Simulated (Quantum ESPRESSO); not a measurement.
The system is SiTe.

```
Si Te
1.0
     3.71434    0.00000    0.00000
    -1.85717    3.21671    0.00000
     0.00000    0.00000    4.97637
Si Te
1 1
Direct
  0.00000 0.00000 0.50000
  0.00000 0.00000 0.00000
```

The cell was built by a generator and needn't be a form met in nature.

* Program: Quantum ESPRESSO 7.5
* Task: Wannier functions
* Functional: PBEsol
* Potentials or basis: PseudoDojo 0.4.1 SR PBEsol standard
* Cutoff: 1088 eV
* Density cutoff: 4354 eV
* k mesh: 6 × 6 × 5
* Occupations: fermi-dirac, width 0.05 eV
* Spin: no spin polarisation
* Iterations: 0
* Mixing beta: 0.5
* Most SCF iterations: 120
* SCF threshold: 4e-10 Ry
* k mesh for the Wannier functions: 5 × 5 × 4
* Projections: Si sp, Te sp

Start: atomic projections with disentanglement, frozen window up to 1.0 eV over the reference level; the lowest 5 bands are left out; no minimisation of the spread. The reference level is the Fermi level, or the middle of the gap.

Q: With atomic projections with disentanglement, how many functions result, how localised are they, and how well do they interpolate the bands?

A: 8 functions with spreads from 1.33 to 2.37 Å², 16.1 Å² in all; they miss the direct bands by 49 meV (root mean square).

Wannier functions:
| function | nearest atom | distance (Å) | spread (Å²) | on-site energy from the reference level (eV) |
| --- | --- | --- | --- | --- |
| 1 | 1 Si | 0.00 | 1.44 | -5.48 |
| 2 | 1 Si | 0.00 | 1.97 | 2.01 |
| 3 | 1 Si | 0.00 | 2.37 | 0.46 |
| 4 | 1 Si | 0.00 | 2.37 | 0.46 |
| 5 | 2 Te | 0.00 | 1.33 | -9.70 |
| 6 | 2 Te | 0.00 | 2.11 | 0.30 |
| 7 | 2 Te | 0.00 | 2.28 | -1.28 |
| 8 | 2 Te | 0.00 | 2.28 | -1.28 |

Parts of the spread (Å²): invariant 10.98, diagonal 0.000, off-diagonal 5.16, total 16.14. Against the direct bands the interpolation misses by 49 meV (root mean square) and 154 meV at most, for states up to 1 eV over the reference level.

Caveat: the k mesh is coarse; spin-orbit coupling is left out, which moves the levels of the heavy elements.
